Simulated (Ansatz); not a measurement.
# CaBr: the cost of one run

Program: Ansatz 0.2.0, driven from Python. The levels of theory stand in the script. These are calculated values, not measurements.

## (1) Starting point

Symmetry: P-6m2, No. 187, hexagonal system. The conventional cell has a = 3.917 Å, b = 3.917 Å, c = 4.341 Å, α = 90.00°, β = 90.00°, γ = 120.00°. Around Ca (site symmetry -6m2) lie 6 Br at 3.13 Å. Br (site symmetry -6m2) has 6 Ca at 3.13 Å in its first shell of neighbours.

No structure file is read: the coordinates are typed or built in the script.

## (2) The code

xc_cabr.py reads:

```python
"""One structure of CaBr under several functionals."""

import warnings

import ansatz as az
import numpy as np


def main() -> None:
    warnings.simplefilter("ignore", az.DeckWarning)

    vectors = np.array([
        [3.917022, 0.0, 0.0],
        [-1.958511, 3.392241, 0.0],
        [0.0, 0.0, 4.341034],
    ])
    xtal = (
        az.Lattice.of(vectors)
        .atom("Ca", [0.0, 0.0, 0.0])
        .atom("Br", [1 / 3, 2 / 3, 0.5])
    )

    calc = (
        xtal.calculation()
        .kpoints(10, 10, 8, center="gamma")
        .occupations("Fermi-Dirac", width=0.05)
        .stress()
    )

    rows = []
    for value in ["blyp", "pbe", "lda", "revpbe", "r2scan"]:
        rep = calc.functional(value).run(threads=1, pin="off").report
        rows.append((value, rep["free_energy_ev"] / len(rep["lattice"]["sites"]), rep["n_iterations"], sum(rep["stress_gpa"][i][i] for i in range(3)) / 3, rep["n_kpoints"]))

    print("  functional   F/atom (eV)    iterations       P (GPa)      k-points")
    for row in rows:
        print(f"{str(row[0]):>12s}  {row[1]:12.5f}  {row[2]:12d}  {row[3]:12.3f}  {row[4]:12d}")


if __name__ == "__main__":
    main()
```

## (3) The calls as engine input

The package turns the script's settings into the engine's input (first run):

```yaml
crystal:
  lattice:
    - [3.917022, 0.0, 0.0]
    - [-1.958511, 3.392241, 0.0]
    - [0.0, 0.0, 4.341034]
  atoms:
    - { symbol: Ca, position: [0.0, 0.0, 0.0] }
    - { symbol: Br, position: [0.3333333333333333, 0.6666666666666666, 0.5] }
kpoints:
  mp_grid:
    grid: [10, 10, 8]
    shift: [0.0, 0.0, 0.0]
hamiltonian:
  xc: blyp
scf:
  occupations:
    method: fermi_dirac
    width: 0.05
output:
  stress: true
```

## (4) Running it

The run is started by

```
$ python xc_cabr.py
```

Q: Estimate wall time and peak memory on 1 thread of Arm Neoverse V2, shared host.

About 28 s, with a peak of 0.57 GiB.
